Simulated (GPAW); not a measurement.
# VCrB4 (P6/mmm) in GPAW: further runs

Aim: see how the results for VCrB4 move with the level of theory and the settings. Levels: PBEsol, LDA. Tasks: band structure.

Program: GPAW 26.7.0. These are calculated values, not measurements. Logs are shortened: lines on timing, memory, paths and dates and some standing lists are left out, and cuts for length are marked. The log counts tension as positive stress, the text compression.

## (1) The crystal as given

Symmetry: P6/mmm, No. 191, hexagonal system. The conventional cell has a = 2.997 Å, b = 2.997 Å, c = 5.935 Å, α = 90.00°, β = 90.00°, γ = 120.00°. Cr (site symmetry 6/mmm) has 12 B at 2.27 Å as nearest neighbours. Around V (site symmetry 6/mmm) lie 12 B at 2.29 Å. Around B (site symmetry 3m) lie 3 B at 1.73 Å.

The cell comes from a database or a generator and needn't be the stable form of this composition.

## (2) Band structure, PBEsol, collinear spin, ferromagnetic start

Contents of run.py:

```python
from ase import Atoms
from ase.dft.bandgap import bandgap
from ase.io import write
from ase.units import GPa
from gpaw import GPAW, PW, setup_paths

setup_paths.insert(0, '.')

atoms = Atoms(['Cr', 'V', 'B', 'B', 'B', 'B'],
              cell=[[2.9967019742, 0.0, 0.0],
                    [-1.4983509871, 2.5952200372, 0.0],
                    [0.0, 0.0, 5.934904]],
              scaled_positions=[[0.0, 0.0, 0.0],
                                [0.0, 0.0, 0.5],
                                [0.6666666667, 0.3333333333, 0.246844],
                                [0.6666666667, 0.3333333333, 0.753156],
                                [0.3333333333, 0.6666666667, 0.246844],
                                [0.3333333333, 0.6666666667, 0.753156]],
              pbc=True)
atoms.set_initial_magnetic_moments([3.0, 2.0, 0.0, 0.0, 0.0, 0.0])

calc = GPAW(mode=PW(800),
            xc='PBEsol',
            kpts={'size': (7, 7, 3), 'gamma': True},
            occupations={'name': 'fermi-dirac', 'width': 0.05},
            nbands=33,
            convergence={'density': 1e-05, 'energy': 1e-05},
            maxiter=150,
            txt='gpaw.txt')
atoms.calc = calc
energy = atoms.get_potential_energy()
forces = atoms.get_forces()
stress = atoms.get_stress()
calc.write('gs.gpw')
write('result.traj', atoms)
print(f'Energy: {energy:.6f} eV')
print('Forces (eV/A):')
print(forces.round(4))
print('Stress (GPa):', (stress / GPa).round(3))
print('Moments:', calc.get_magnetic_moments().round(3))
print('Fermi level:', round(calc.get_fermi_level(), 4), 'eV')
print(f'Gap: {bandgap(calc)[0]:.4f} eV, direct: {bandgap(calc, direct=True)[0]:.4f} eV')

path = atoms.cell.bandpath('GMKGALHA,LM,KH', npoints=60, eps=1e-4)
bs_calc = calc.fixed_density(kpts=path, symmetry='off', nbands=47,
                             convergence={'bands': 'CBM+6.0', 'eigenstates': 1e-6}, txt='bands.txt')
bs = bs_calc.band_structure()
bs.write('bs.json')
print(f'Gap on the path: {bandgap(bs_calc)[0]:.4f} eV')
```

Potentials or basis: PAW data sets generated in the run's folder for this functional, pw.

On the command line:

```bash
$ gpaw-setup -f PBEsol B Cr V
$ OMP_NUM_THREADS=1 python run.py
```

gpaw.txt:

```text
__  _  _
 | _ |_)|_||  |
 |__||  | ||/\| - 26.7.0

Input parameters:
  mode=PW(ecut=800.0),
  convergence={'density': 1e-05, 'energy': 1e-05},
  kpts=MonkhorstPack(size=(7, 7, 3), gamma=True),
  maxiter=150,
  nbands=33,
  occupations=Occupations(name='fermi-dirac', width=0.05),
  xc=XC(name='PBEsol')

Diagonalizing LCAO Hamiltonian
Converting LCAO to pw mode

         B  B

       V B
            B

       Cr

Atoms  # Å, Bohr magnetons
|   | symbol |         x |        y |        z |    initial magnetic moments |
|---|--------|-----------|----------|----------|-----------------------------|
| 0 |     Cr |  0.000000 | 0.000000 | 0.000000 | ( 0.0000,  0.0000,  3.0000) |
| 1 |      V |  0.000000 | 0.000000 | 2.967452 | ( 0.0000,  0.0000,  2.0000) |
| 2 |      B |  1.498351 | 0.865073 | 1.464995 | ( 0.0000,  0.0000,  0.0000) |
| 3 |      B |  1.498351 | 0.865073 | 4.469909 | ( 0.0000,  0.0000,  0.0000) |
| 4 |      B | -0.000000 | 1.730147 | 1.464995 | ( 0.0000,  0.0000,  0.0000) |
| 5 |      B | -0.000000 | 1.730147 | 4.469909 | ( 0.0000,  0.0000,  0.0000) |

Unit cell  # Å
| periodic |         x |        y |        z |  lengths |     angles |
|----------|-----------|----------|----------|----------|------------|
|      yes |  2.996702 | 0.000000 | 0.000000 | 2.996702 |  90.000000 |
|      yes | -1.498351 | 2.595220 | 0.000000 | 2.996702 |  90.000000 |
|      yes |  0.000000 | 0.000000 | 5.934904 | 5.934904 | 120.000000 |

Number of symmetries: 24
Symmetry operations  # r_c * U_cc + t_c -> r_c
|    | kind |            matrix            |
|----|------|------------------------------|
|  0 |  σ   |  1, 1, 0,  0,-1, 0,  0, 0, 1 |
|  1 |  C2  |  1, 1, 0,  0,-1, 0,  0, 0,-1 |
|  2 |  C6  |  1, 1, 0, -1, 0, 0,  0, 0, 1 |
|  3 |  S6  |  1, 1, 0, -1, 0, 0,  0, 0,-1 |
|  4 |  E   |  1, 0, 0,  0, 1, 0,  0, 0, 1 |
|  5 |  σ   |  1, 0, 0,  0, 1, 0,  0, 0,-1 |
|  6 |  σ   |  1, 0, 0, -1,-1, 0,  0, 0, 1 |
|  7 |  C2  |  1, 0, 0, -1,-1, 0,  0, 0,-1 |
|  8 |  σ   |  0, 1, 0,  1, 0, 0,  0, 0, 1 |
|  9 |  C2  |  0, 1, 0,  1, 0, 0,  0, 0,-1 |
| 10 |  C3  |  0, 1, 0, -1,-1, 0,  0, 0, 1 |
| 11 |  S3  |  0, 1, 0, -1,-1, 0,  0, 0,-1 |
| 12 |  C6  |  0,-1, 0,  1, 1, 0,  0, 0, 1 |
| 13 |  S6  |  0,-1, 0,  1, 1, 0,  0, 0,-1 |
| 14 |  σ   |  0,-1, 0, -1, 0, 0,  0, 0, 1 |
| 15 |  C2  |  0,-1, 0, -1, 0, 0,  0, 0,-1 |
| 16 |  σ   | -1, 0, 0,  1, 1, 0,  0, 0, 1 |
| 17 |  C2  | -1, 0, 0,  1, 1, 0,  0, 0,-1 |
| 18 |  C2  | -1, 0, 0,  0,-1, 0,  0, 0, 1 |
| 19 |  i   | -1, 0, 0,  0,-1, 0,  0, 0,-1 |
| 20 |  C3  | -1,-1, 0,  1, 0, 0,  0, 0, 1 |
| 21 |  S3  | -1,-1, 0,  1, 0, 0,  0, 0,-1 |
| 22 |  σ   | -1,-1, 0,  0, 1, 0,  0, 0, 1 |
| 23 |  C2  | -1,-1, 0,  0, 1, 0,  0, 0,-1 |

BZ-sampling:
  Number of BZ points: 147
  Number of IBZ points: 16

  Monkhorst-Pack size: [7, 7, 3]
  Monkhorst-Pack shift: [0, 0, 0]

K-points  # in reciprocal-cell coordinates
|     |                                coordinates |     weight |
[... 115 lines left out ...]
  PPCG
  Converge bands: occupied
  niter=2

density mixing:
  MSR1-Mixer
  Pratt-step length: 0.05
  Maximum mixing coefficient: 0.75
  Old densities: 10
  SVD Regularization: 0.005
  Good broyden scale: 1.0
  Trust region scale: 1.0
  Backstep threshold: 4.0
  History deletion threshold: 6.0
  Fourier metric: weight=20.0, sigma=0.015

occupation numbers:
  Fermi-Dirac:
    width: 0.0500  # eV

poisson solver:
  ecut: 6400.0  # eV

xc functional:
  name: PBEsol with 2 nearest neighbor stencil

convergence criteria:
- Maximum integral of absolute [dens]ity change: 1e-05 electrons / valence electron
- Maximum [total energy] change in last 3 cyles: 1e-05 eV / valence electron
- Maximum integral of absolute [eigenst]ate change: 4e-08 eV^2 / valence electron
maximum number of iterations: 150

SCF iterations
|iter     | |      energy | eigst |  dens |  magmom |
|---------|-|-------------|-------|-------|---------|
|iter:   1| |  -53.212501 | +0.41 |       |  +4.9994|
|iter:   2| |  -51.780170 | -1.58 | -0.69 |  +4.8724|
|iter:   3| |  -50.886674 | -1.64 | -0.76 |  +4.4979|
|iter:   4| |  -50.683703 | -2.08 | -0.89 |  +4.0248|
|iter:   5| |  -50.815223 | -2.69 | -1.10 |  +3.5859|
|iter:   6| |  -50.959785 | -2.62 | -1.17 |  +2.7792|
|iter:   7| |  -51.049784 | -3.04 | -1.27 |  +1.8813|
|iter:   8| |  -51.078340 | -3.14 | -1.69 |  +1.2603|
|iter:   9| |  -51.079698 | -4.28 | -2.01 |  +1.2945|
|iter:  10| |  -51.080853 | -4.30 | -2.29 |  +1.2687|
|iter:  11| |  -51.080675 | -5.27 | -2.93 |  +1.2699|
|iter:  12| |  -51.080625c| -5.54 | -3.00 |  +1.2642|
|iter:  13| |  -51.080508c| -5.74 | -3.03 |  +1.2461|
|iter:  14| |  -51.080485c| -6.73 | -3.52 |  +1.2420|
|iter:  15| |  -51.080482c| -7.26 | -3.80 |  +1.2422|
|iter:  16| |  -51.080485c| -8.27c| -4.49 |  +1.2425|
|iter:  17| |  -51.080485c| -7.98c| -4.82 |  +1.2424|
|iter:  18| |  -51.080486c| -8.45c| -5.32c|  +1.2425|

Converged in 18 steps
Energy contributions relative to reference atoms: (reference = -57009.292035)

Energy contributions:
  Kinetic:          12.108398
  Coulomb:         -12.225823
  Zero:              0.419564
  External:          0.000000
  Xc:              -51.366555
  Entropy:          -0.032141
  Spinorbit:         0.000000
  ----------------------------
  Free energy:     -51.096557
  Extrapolated:    -51.080486

dipole moment: (-7.296738, -12.638320, -14.532791)  # |e|*Ang

Total magnetic moment: (0.000000, 0.000000, 1.242503)

Local magnetic moments
|        x |        y |         z |
|----------|----------|-----------|
| 0.000000 | 0.000000 |  1.273502 |  # Cr   0
| 0.000000 | 0.000000 | -0.075159 |  # V    1
| 0.000000 | 0.000000 | -0.002305 |  # B    2
| 0.000000 | 0.000000 | -0.002305 |  # B    3
| 0.000000 | 0.000000 | -0.002305 |  # B    4
| 0.000000 | 0.000000 | -0.002305 |  # B    5

Fermi level: 12.435
Eigenvalues  # (at kpt = [0.000, 0.000, 0.000])
| band index |      eig [eV] | occ [0-1] |      eig [eV] | occ [0-1] |
|------------|---------------|-----------|---------------|-----------|
|          0 |       -52.189 |     1.000 |       -52.266 |     1.000 |
|        ... |               |           |               |           |
|          9 |         8.913 |     1.000 |         9.407 |     1.000 |
|         10 |        10.188 |     1.000 |        10.200 |     1.000 |
|         11 |        10.200 |     1.000 |        10.633 |     1.000 |
|         12 |        10.200 |     1.000 |        10.633 |     1.000 |
|         13 |        11.078 |     1.000 |        11.230 |     1.000 |
|         14 |        11.078 |     1.000 |        11.230 |     1.000 |
[... 8 lines left out ...]
|         23 |        17.270 |     0.000 |        17.327 |     0.000 |
|         24 |        18.349 |     0.000 |        18.333 |     0.000 |
|        ... |               |           |               |           |
|         32 |        29.621 |     0.000 |        29.922 |     0.000 |

No gap
No difference between direct/indirect transitions

Forces  # eV/Ang
|        x |        y |        z |
|----------|----------|----------|
| -0.00000 |  0.00000 |  0.00000 |  # Cr   0
|  0.00000 | -0.00000 |  0.00000 |  # V    1
|  0.00000 |  0.00000 |  0.01889 |  # B    2
|  0.00000 |  0.00000 | -0.01889 |  # B    3
|  0.00000 | -0.00000 |  0.01889 |  # B    4
|  0.00000 | -0.00000 | -0.01889 |  # B    5

Stress tensor  # eV/Ang^3
|        x |         y |        z |
|----------|-----------|----------|
| 0.020800 | -0.000000 | 0.000000 |
| 0.000000 |  0.020800 | 0.000000 |
| 0.000000 |  0.000000 | 0.021315 |

# Writing to gs.gpw (mode='')
```

Wall time 3.3 min (1 thread of Arm Neoverse V2, shared host); peak memory 0.53 GiB.

What came out:

| Quantity | Value |
| --- | --- |
| Free energy | -51.0966 eV |
| Pressure | -3.4 GPa |
| Largest force | 0.019 eV/Å |
| Band gap along the path | none (metal or under the smearing width) |
| Net moment | 1.24 μB per cell |
| Site moments | Cr +1.27; V -0.08; B -0.00 μB |

Forces in eV/Å, atoms in the order of the input:
```
Cr   0.000  0.000  0.000
V    0.000  0.000  0.000
B    0.000  0.000  0.019
B    0.000  0.000 -0.019
B    0.000  0.000  0.019
B    0.000  0.000 -0.019
```

Levels at the corners of the path, in eV from the Fermi level:
Spin up:
| point | band 14 | band 15 | band 16 | band 17 | band 18 | band 19 |
| --- | --- | --- | --- | --- | --- | --- |
| Γ | -1.36 | -1.36 | -1.20 | -1.20 | 0.01 | 0.01 |
| M | -3.75 | -0.50 | -0.14 | 0.17 | 1.17 | 1.38 |
| K | -2.69 | -0.63 | -0.33 | -0.33 | 0.88 | 2.55 |
| Γ | -1.36 | -1.36 | -1.20 | -1.20 | 0.01 | 0.01 |
| A | -1.73 | -1.14 | -0.93 | -0.93 | -0.23 | 1.06 |
| L | -3.73 | -0.23 | -0.13 | 0.91 | 0.94 | 1.16 |
| H | -3.74 | -0.53 | 0.71 | 0.71 | 0.76 | 1.23 |
| A | -1.73 | -1.14 | -0.93 | -0.93 | -0.23 | 1.06 |
| L | -3.73 | -0.23 | -0.13 | 0.91 | 0.94 | 1.16 |
| M | -3.75 | -0.50 | -0.14 | 0.17 | 1.17 | 1.38 |
| K | -2.69 | -0.63 | -0.33 | -0.33 | 0.88 | 2.55 |
| H | -3.74 | -0.53 | 0.71 | 0.71 | 0.76 | 1.23 |
Spin down:
```csv
point,band 11,band 12,band 13,band 14,band 15,band 16,band 17,band 18,band 19,band 20
Γ,-2.24,-1.80,-1.80,-1.21,-1.21,-0.80,-0.80,0.41,0.41,1.05
M,-4.50,-4.30,-3.58,-3.32,0.01,1.03,1.30,1.33,1.61,3.39
K,-4.38,-4.38,-2.38,-2.38,0.28,0.28,0.28,1.26,3.01,3.01
Γ,-2.24,-1.80,-1.80,-1.21,-1.21,-0.80,-0.80,0.41,0.41,1.05
A,-3.09,-3.09,-0.96,-0.96,-0.93,-0.93,-0.36,0.01,1.61,1.61
L,-4.22,-3.88,-3.76,-3.41,0.81,1.02,1.10,1.23,1.66,1.68
H,-3.63,-3.63,-3.53,-3.53,0.62,0.87,1.53,1.53,1.59,1.59
A,-3.09,-3.09,-0.96,-0.96,-0.93,-0.93,-0.36,0.01,1.61,1.61
L,-4.22,-3.88,-3.76,-3.41,0.81,1.02,1.10,1.23,1.66,1.68
M,-4.50,-4.30,-3.58,-3.32,0.01,1.03,1.30,1.33,1.61,3.39
K,-4.38,-4.38,-2.38,-2.38,0.28,0.28,0.28,1.26,3.01,3.01
H,-3.63,-3.63,-3.53,-3.53,0.62,0.87,1.53,1.53,1.59,1.59
```

Caveat: a cell with one magnetic atom can't hold antiferromagnetic order, which such compounds often take.

## (3) Band structure, LDA, collinear spin, ferromagnetic start

Changes to run.py since step 2:

```diff
@@ -4,5 +4,3 @@
 from ase.units import GPa
-from gpaw import GPAW, PW, setup_paths
-
-setup_paths.insert(0, '.')
+from gpaw import GPAW, PW
 
@@ -22,3 +20,3 @@
 calc = GPAW(mode=PW(800),
-            xc='PBEsol',
+            xc='LDA',
             kpts={'size': (7, 7, 3), 'gamma': True},
```

Potentials or basis: the program's PAW data sets (release 1.2.1) made for this functional, pw.

On the command line:

```bash
$ OMP_NUM_THREADS=1 python run.py
```

It took 3.8 min on 1 thread of Arm Neoverse V2, shared host; peak memory 0.53 GiB.

It converged, with:

```
Free energy             : -53.5178 eV
Pressure                : -13.8 GPa
Band gap along the path : none (metal or under the smearing width)
Net moment              : 0.54 μB per cell
Site moments            : Cr +0.57; V -0.07; B +0.00 μB
```

Forces on the atoms (eV/Å):
```
Cr   0.000  0.000  0.000
V    0.000  0.000  0.000
B    0.000  0.000  0.002
B    0.000  0.000 -0.002
B    0.000  0.000  0.002
B    0.000  0.000 -0.002
```

Stress tensor (GPa, compression positive):
```
-13.87   0.00   0.00
  0.00 -13.87   0.00
  0.00   0.00 -13.54
```

Levels at the corners of the path, in eV from the Fermi level:
Spin up:
```tsv
point	band 12	band 13	band 14	band 15	band 16	band 17	band 18	band 19	band 20	band 21
Γ	-2.19	-2.19	-1.29	-1.29	-1.28	-1.28	0.05	0.05	0.46	2.69
M	-4.36	-3.82	-3.67	-0.44	0.03	0.37	1.17	1.35	2.94	3.21
K	-4.52	-2.67	-2.67	-0.44	-0.25	-0.25	0.86	2.59	2.59	2.68
Γ	-2.19	-2.19	-1.29	-1.29	-1.28	-1.28	0.05	0.05	0.46	2.69
A	-3.20	-1.65	-1.65	-0.96	-0.93	-0.93	-0.29	1.09	1.09	1.60
L	-4.10	-4.02	-3.73	-0.03	0.03	0.89	0.96	1.16	1.66	2.87
H	-3.87	-3.72	-3.72	-0.31	0.70	0.81	0.81	1.26	1.26	4.25
A	-3.20	-1.65	-1.65	-0.96	-0.93	-0.93	-0.29	1.09	1.09	1.60
L	-4.10	-4.02	-3.73	-0.03	0.03	0.89	0.96	1.16	1.66	2.87
M	-4.36	-3.82	-3.67	-0.44	0.03	0.37	1.17	1.35	2.94	3.21
K	-4.52	-2.67	-2.67	-0.44	-0.25	-0.25	0.86	2.59	2.59	2.68
H	-3.87	-3.72	-3.72	-0.31	0.70	0.81	0.81	1.26	1.26	4.25
```
Spin down:
| point | band 11 | band 12 | band 13 | band 14 | band 15 | band 16 | band 17 | band 18 | band 19 | band 20 |
| --- | --- | --- | --- | --- | --- | --- | --- | --- | --- | --- |
| Γ | -2.27 | -1.99 | -1.99 | -1.27 | -1.27 | -1.07 | -1.07 | 0.19 | 0.19 | 0.71 |
| M | -4.49 | -4.34 | -3.71 | -3.51 | -0.23 | 0.56 | 0.90 | 1.12 | 1.36 | 3.16 |
| K | -4.45 | -4.45 | -2.53 | -2.53 | -0.02 | 0.00 | 0.00 | 0.93 | 2.75 | 2.75 |
| Γ | -2.27 | -1.99 | -1.99 | -1.27 | -1.27 | -1.07 | -1.07 | 0.19 | 0.19 | 0.71 |
| A | -3.21 | -3.21 | -1.29 | -1.29 | -0.97 | -0.97 | -0.50 | -0.35 | 1.39 | 1.39 |
| L | -4.24 | -3.98 | -3.75 | -3.73 | 0.48 | 0.58 | 0.82 | 1.10 | 1.31 | 1.63 |
| H | -3.75 | -3.75 | -3.62 | -3.62 | 0.26 | 0.63 | 1.16 | 1.16 | 1.38 | 1.38 |
| A | -3.21 | -3.21 | -1.29 | -1.29 | -0.97 | -0.97 | -0.50 | -0.35 | 1.39 | 1.39 |
| L | -4.24 | -3.98 | -3.75 | -3.73 | 0.48 | 0.58 | 0.82 | 1.10 | 1.31 | 1.63 |
| M | -4.49 | -4.34 | -3.71 | -3.51 | -0.23 | 0.56 | 0.90 | 1.12 | 1.36 | 3.16 |
| K | -4.45 | -4.45 | -2.53 | -2.53 | -0.02 | 0.00 | 0.00 | 0.93 | 2.75 | 2.75 |
| H | -3.75 | -3.75 | -3.62 | -3.62 | 0.26 | 0.63 | 1.16 | 1.16 | 1.38 | 1.38 |

Caveat: a cell with one magnetic atom can't hold antiferromagnetic order, which such compounds often take.
